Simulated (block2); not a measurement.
# DMRG/STO-3G run of InF (SMILES [F][In])

Aim: the vertical singlet–triplet gap of InF at DMRG/STO-3G, from 2 runs. 

The results are computed with block2 0.5.4.

2 further runs of the same task are left out: 2 set aside as unsound or not needed.

## 1. The system as given

InF has 2 atoms, charge 0, and is taken as a singlet. SMILES: `[F][In]`. The shape comes from GFN2-xTB, which is rough for such elements, and wasn't checked as a minimum.

Bond lengths: F1–In2 2.025 Å.

## 2. The energy at DMRG/STO-3G

block2_dmrg.py reads:

```python
import numpy as np
from pyscf import cc, dft, gto, mp, scf
from pyblock2._pyscf.ao2mo import integrals as itg
from pyblock2.driver.core import DMRGDriver, SymmetryTypes

mol = gto.M(atom="""
F      0.00000000     0.00000000     0.00000000
In     0.00000000     0.00000000     3.82762137
""", basis="sto-3g", unit="bohr", verbose=4)
print("nao: %d" % (mol.nao))
mf = scf.UHF(mol)
mf.conv_tol = 1e-10
mf.max_cycle = 200
mf.kernel()
if not mf.converged:
    mf = mf.newton().run(mf.mo_coeff, mf.mo_occ)
# follow internal instabilities down to a minimum
for _ in range(5):
    mo, _, ok, _ = mf.stability(return_status=True)
    if ok:
        break
    mf.kernel(mf.make_rdm1(mo, mf.mo_occ))
print("reference energy: %.10f" % (mf.e_tot))
print("reference S^2: %.4f" % (mf.spin_square()[0]))
# MP2, CCSD and CCSD(T) with the same frozen core
ref = mf
pt = mp.MP2(ref, frozen=19).run()
mycc = cc.CCSD(ref, frozen=19)
mycc.max_cycle = 150
mycc.kernel()
print("MP2 total energy: %.10f" % (pt.e_tot))
if mycc.converged:
    print("E(CCSD): %.10f" % (mycc.e_tot))
    print(f"CCSD(T) total energy: {mycc.e_tot + mycc.ccsd_t():.10f}")
# a few density functionals on the same geometry and basis
ks = dft.UKS(mol, xc="camb3lyp").set(conv_tol=1e-9, verbose=3).run(mf.make_rdm1())
if ks.converged:
    print("E(CAM-B3LYP): %.8f" % (ks.e_tot))
ks = dft.UKS(mol, xc="b3lyp").set(conv_tol=1e-9, verbose=3).run(mf.make_rdm1())
if ks.converged:
    print(f"E(B3LYP): {ks.e_tot:.8f}")
ks = dft.UKS(mol, xc="pbe").set(conv_tol=1e-9, verbose=3).run(mf.make_rdm1())
if ks.converged:
    print("E(PBE): %.8f" % (ks.e_tot))
ks = dft.UKS(mol, xc="pbe0").set(conv_tol=1e-9, verbose=3).run(mf.make_rdm1())
if ks.converged:
    print("E(PBE0): %.8f" % (ks.e_tot))
ncas, n_elec, spin, ecore, h1e, g2e, orb_sym = itg.get_uhf_integrals(mf, ncore=19, ncas=13, pg_symm=False, g2e_symm=8)
drv = DMRGDriver(scratch="./tmp", symm_type=SymmetryTypes.SZ, stack_mem=1500 << 20, n_threads=1)
drv.initialize_system(n_sites=ncas, n_elec=n_elec, spin=spin, orb_sym=orb_sym)
mpo = drv.get_qc_mpo(h1e=h1e, g2e=g2e, ecore=ecore, iprint=0)
mps = drv.get_random_mps(tag="GS", bond_dim=37, nroots=1)
bond_dims = [37] * 2 + [75] * 2 + [112] * 3 + [150] * 4
noises = [0.001] * 2 + [0.0001] * 2 + [0.0001] * 3 + [1e-05] * 4 + [0]
thrds = [1e-09] * 11
e = drv.dmrg(mpo, mps, n_sweeps=17, tol=1e-06, bond_dims=bond_dims, noises=noises, thrds=thrds, iprint=1)
ms, dws, es = drv.get_dmrg_results()
print("max discarded weight: %.3e" % (dws[-1]))
print(f"E(final): {e:.10f}")
dm1 = drv.get_1pdm(mps)
print("NOONs:", np.round(np.concatenate([np.linalg.eigvalsh(x)[::-1] for x in dm1]), 5).tolist())
print("orbital entropies:", np.round(drv.get_orbital_entropies(mps, orb_type=1), 4).tolist())
print("max block entropy: %.4f" % (max(drv.get_bipartite_entanglement(mps))))
```

The run is started by

```console
python block2_dmrg.py
```

Log:

```text
[INPUT] verbose = 4
[INPUT] num. atoms = 2
[INPUT] num. electrons = 58
[INPUT] charge = 0
[INPUT] spin (= nelec alpha-beta = 2S) = 0
[INPUT] symmetry False subgroup None
[INPUT] Mole.unit = bohr
[INPUT] Symbol           X                Y                Z      unit          X                Y                Z       unit  Magmom
[INPUT]  1 F      0.000000000000   0.000000000000   0.000000000000 AA    0.000000000000   0.000000000000   0.000000000000 Bohr   0.0
[INPUT]  2 In     0.000000000000   0.000000000000   2.025490001034 AA    0.000000000000   0.000000000000   3.827621370000 Bohr   0.0

nuclear repulsion = 115.215157762587
number of shells = 14
number of NR pGTOs = 96
number of NR cGTOs = 32
basis = sto-3g
ecp = {}
CPU time:         0.83
nao: 32

******** <class 'pyscf.scf.uhf.UHF'> ********
method = UHF
initial guess = minao
damping factor = 0
level_shift factor = 0
DIIS = <class 'pyscf.scf.diis.CDIIS'>
diis_start_cycle = 1
diis_space = 8
diis_damp = 0
SCF conv_tol = 1e-10
SCF conv_tol_grad = None
SCF max_cycles = 200
direct_scf = True
direct_scf_tol = 1e-13
chkfile to save SCF result = tmpvuaua6wk
max_memory 1800 MB (current use 106 MB)
number electrons alpha = 29  beta = 29
Set gradient conv threshold to 1e-05
init E= -5764.93527118529
[... the frontier-level lines of each cycle are left out ...]
cycle= 1 E= -5780.77126664024  delta_E= -15.8  |g|= 0.284  |ddm|= 0.953
cycle= 2 E= -5780.84114727371  delta_E= -0.0699  |g|= 0.183  |ddm|= 0.883
cycle= 3 E= -5780.87140430581  delta_E= -0.0303  |g|= 0.0266  |ddm|= 0.313
cycle= 4 E= -5780.87272008929  delta_E= -0.00132  |g|= 0.00962  |ddm|= 0.0759
cycle= 5 E= -5780.87303068531  delta_E= -0.000311  |g|= 0.00174  |ddm|= 0.0524
cycle= 6 E= -5780.87303906366  delta_E= -8.38e-06  |g|= 0.000573  |ddm|= 0.00705
cycle= 7 E= -5780.87304005457  delta_E= -9.91e-07  |g|= 0.000326  |ddm|= 0.00235
cycle= 8 E= -5780.87304061791  delta_E= -5.63e-07  |g|= 0.000149  |ddm|= 0.00232
cycle= 9 E= -5780.87304075794  delta_E= -1.4e-07  |g|= 2.71e-05  |ddm|= 0.00173
cycle= 10 E= -5780.87304076055  delta_E= -2.61e-09  |g|= 7.67e-06  |ddm|= 0.000178
cycle= 11 E= -5780.87304076075  delta_E= -1.95e-10  |g|= 8.45e-07  |ddm|= 4.35e-05
cycle= 12 E= -5780.87304076075  delta_E= -9.09e-13  |g|= 2.04e-07  |ddm|= 3.65e-06
Extra cycle  E= -5780.87304076075  delta_E= -9.09e-13  |g|= 1.15e-07  |ddm|= 5.19e-07
converged SCF energy = -5780.87304076075  <S^2> = 3.0198066e-13  2S+1 = 1
uhf_internal: lowest eigs of H = [0.0384589  0.03846203 0.27427036]
<class 'pyscf.scf.uhf.UHF'> wavefunction is stable in the internal stability analysis
reference energy: -5780.8730407607
reference S^2: 0.0000

******** <class 'pyscf.mp.ump2.UMP2'> ********
nocc = (np.int64(10), np.int64(10)), nmo = (13, 13)
frozen orbitals 19
max_memory 1800 MB (current use 123 MB)
E(UMP2) = -5780.92294086038  E_corr = -0.0499000996300746
E(SCS-UMP2) = -5780.92508565811  E_corr = -0.0520448973592807
E_corr(same-spin) = -0.00904064099631786
E_corr(oppo-spin) = -0.0408594586337567

******** <class 'pyscf.cc.uccsd.UCCSD'> ********
CC2 = 0
CCSD nocc = (np.int64(10), np.int64(10)), nmo = (13, 13)
frozen orbitals 19
max_cycle = 150
direct = 0
conv_tol = 1e-07
conv_tol_normt = 1e-06
diis_space = 6
diis_start_cycle = 0
diis_start_energy_diff = 1e+09
max_memory 1800 MB (current use 123 MB)
Init t2, MP2 energy = -0.0499000973370743
Init E_corr(UCCSD) = -0.0499000973370936
cycle = 1  E_corr(UCCSD) = -0.0505163334691701  dE = -0.000616236132  norm(t1,t2) = 0.138383
cycle = 2  E_corr(UCCSD) = -0.0628932037145884  dE = -0.0123768702  norm(t1,t2) = 0.0685263
cycle = 3  E_corr(UCCSD) = -0.0605703971016074  dE = 0.00232280661  norm(t1,t2) = 0.0616882
cycle = 4  E_corr(UCCSD) = -0.0627301301163819  dE = -0.00215973301  norm(t1,t2) = 0.0141205
cycle = 5  E_corr(UCCSD) = -0.0627056538695065  dE = 2.44762469e-05  norm(t1,t2) = 0.00257361
cycle = 6  E_corr(UCCSD) = -0.0626643390903653  dE = 4.13147791e-05  norm(t1,t2) = 0.00139591
cycle = 7  E_corr(UCCSD) = -0.0626528956989984  dE = 1.14433914e-05  norm(t1,t2) = 0.000457906
cycle = 8  E_corr(UCCSD) = -0.0626486759577682  dE = 4.21974123e-06  norm(t1,t2) = 0.000102053
cycle = 9  E_corr(UCCSD) = -0.0626479132865968  dE = 7.62671171e-07  norm(t1,t2) = 2.93305e-05
cycle = 10  E_corr(UCCSD) = -0.0626476928754234  dE = 2.20411173e-07  norm(t1,t2) = 1.01507e-05
cycle = 11  E_corr(UCCSD) = -0.0626479346512784  dE = -2.41775855e-07  norm(t1,t2) = 3.81066e-06
cycle = 12  E_corr(UCCSD) = -0.0626478990156315  dE = 3.56356469e-08  norm(t1,t2) = 1.31823e-06
cycle = 13  E_corr(UCCSD) = -0.0626479284468092  dE = -2.94311776e-08  norm(t1,t2) = 3.75621e-07
UCCSD converged
E(UCCSD) = -5780.935688689196  E_corr = -0.06264792844680916
MP2 total energy: -5780.9229408604
E(CCSD): -5780.9356886892
UCCSD(T) correction = -0.00928811951430778
CCSD(T) total energy: -5780.9449768087
radial grids:
    Treutler-Ahlrichs [JCP 102, 346 (1995); DOI:10.1063/1.469408] (M4) radial grids

becke partition: Becke, JCP 88, 2547 (1988); DOI:10.1063/1.454033
pruning grids: <function nwchem_prune at 0xef24b67c4ea0>
grids dens level: 3
symmetrized grids: False
atomic radii adjust function: <function treutler_atomic_radii_adjust at 0xef24b67c5440>
tot grids = 36136
converged SCF energy = -5783.34049433846  <S^2> = 3.5527137e-15  2S+1 = 1
E(CAM-B3LYP): -5783.34049434
radial grids:
    Treutler-Ahlrichs [JCP 102, 346 (1995); DOI:10.1063/1.469408] (M4) radial grids

becke partition: Becke, JCP 88, 2547 (1988); DOI:10.1063/1.454033
pruning grids: <function nwchem_prune at 0xef24b67c4ea0>
grids dens level: 3
symmetrized grids: False
atomic radii adjust function: <function treutler_atomic_radii_adjust at 0xef24b67c5440>
tot grids = 36136
converged SCF energy = -5783.1935128925  <S^2> = 3.5527137e-15  2S+1 = 1
E(B3LYP): -5783.19351289
radial grids:
    Treutler-Ahlrichs [JCP 102, 346 (1995); DOI:10.1063/1.469408] (M4) radial grids

becke partition: Becke, JCP 88, 2547 (1988); DOI:10.1063/1.454033
pruning grids: <function nwchem_prune at 0xef24b67c4ea0>
grids dens level: 3
symmetrized grids: False
atomic radii adjust function: <function treutler_atomic_radii_adjust at 0xef24b67c5440>
tot grids = 36136
converged SCF energy = -5782.51720014655  <S^2> = 0  2S+1 = 1
E(PBE): -5782.51720015
radial grids:
    Treutler-Ahlrichs [JCP 102, 346 (1995); DOI:10.1063/1.469408] (M4) radial grids

becke partition: Becke, JCP 88, 2547 (1988); DOI:10.1063/1.454033
pruning grids: <function nwchem_prune at 0xef24b67c4ea0>
grids dens level: 3
symmetrized grids: False
atomic radii adjust function: <function treutler_atomic_radii_adjust at 0xef24b67c5440>
tot grids = 36136
converged SCF energy = -5782.85315148275  <S^2> = -7.1054274e-15  2S+1 = 1
E(PBE0): -5782.85315148

Sweep =    0 | Direction =  forward | Bond dimension =   37 | Noise =  1.00e-03 | Dav threshold =  1.00e-09
Time elapsed =      2.371 | E =   -5780.9422906972 | DW = 1.37278e-03

Sweep =    1 | Direction = backward | Bond dimension =   37 | Noise =  1.00e-03 | Dav threshold =  1.00e-09
Time elapsed =      3.340 | E =   -5780.9427228521 | DE = -4.32e-04 | DW = 1.18952e-03

Sweep =    2 | Direction =  forward | Bond dimension =   75 | Noise =  1.00e-04 | Dav threshold =  1.00e-09
Time elapsed =      4.712 | E =   -5780.9455258494 | DE = -2.80e-03 | DW = 3.06100e-06

Sweep =    3 | Direction = backward | Bond dimension =   75 | Noise =  1.00e-04 | Dav threshold =  1.00e-09
Time elapsed =      6.910 | E =   -5780.9461570285 | DE = -6.31e-04 | DW = 4.32468e-05

Sweep =    4 | Direction =  forward | Bond dimension =  112 | Noise =  1.00e-04 | Dav threshold =  1.00e-09
Time elapsed =     10.008 | E =   -5780.9462737122 | DE = -1.17e-04 | DW = 1.08077e-05

Sweep =    5 | Direction = backward | Bond dimension =  112 | Noise =  1.00e-04 | Dav threshold =  1.00e-09
Time elapsed =     13.960 | E =   -5780.9462745206 | DE = -8.08e-07 | DW = 1.35635e-05

Sweep =    6 | Direction =  forward | Bond dimension =  112 | Noise =  1.00e-04 | Dav threshold =  1.00e-09
Time elapsed =     17.658 | E =   -5780.9462926941 | DE = -1.82e-05 | DW = 1.25270e-05

Sweep =    7 | Direction = backward | Bond dimension =  150 | Noise =  1.00e-05 | Dav threshold =  1.00e-09
Time elapsed =     23.097 | E =   -5780.9463107872 | DE = -1.81e-05 | DW = 9.51519e-07

Sweep =    8 | Direction =  forward | Bond dimension =  150 | Noise =  1.00e-05 | Dav threshold =  1.00e-09
Time elapsed =     29.083 | E =   -5780.9463152649 | DE = -4.48e-06 | DW = 9.06608e-07

Sweep =    9 | Direction = backward | Bond dimension =  150 | Noise =  1.00e-05 | Dav threshold =  1.00e-09
Time elapsed =     35.164 | E =   -5780.9463152652 | DE = -2.32e-10 | DW = 1.16217e-06

Sweep =   10 | Direction =  forward | Bond dimension =  150 | Noise =  1.00e-05 | Dav threshold =  1.00e-09
Time elapsed =     41.149 | E =   -5780.9463159633 | DE = -6.98e-07 | DW = 9.21529e-07

Sweep =   11 | Direction = backward | Bond dimension =  150 | Noise =  0.00e+00 | Dav threshold =  1.00e-07
Time elapsed =     46.188 | E =   -5780.9463159575 | DE = 5.74e-09 | DW = 7.65519e-07

max discarded weight: 7.655e-07
E(final): -5780.9463159575
NOONs: [0.99991, 0.99991, 0.99991, 0.99987, 0.99985, 0.99985, 0.98458, 0.98458, 0.97809, 0.94951, 0.03621, 0.03621, 0.03152, 0.99991, 0.99991, 0.99991, 0.99987, 0.99985, 0.99985, 0.98458, 0.98458, 0.97809, 0.94951, 0.03621, 0.03621, 0.03152]
orbital entropies: [0.0158, 0.0028, 0.0028, 0.0197, 0.0029, 0.0029, 0.1921, 0.1849, 0.1849, 0.3301, 0.3313, 0.3313, 0.2586]
max block entropy: 0.6955
```

Wall time 65 s (1 thread of Arm Neoverse N1, shared host); peak memory 0.38 GiB.

[end of part 1 of 2]
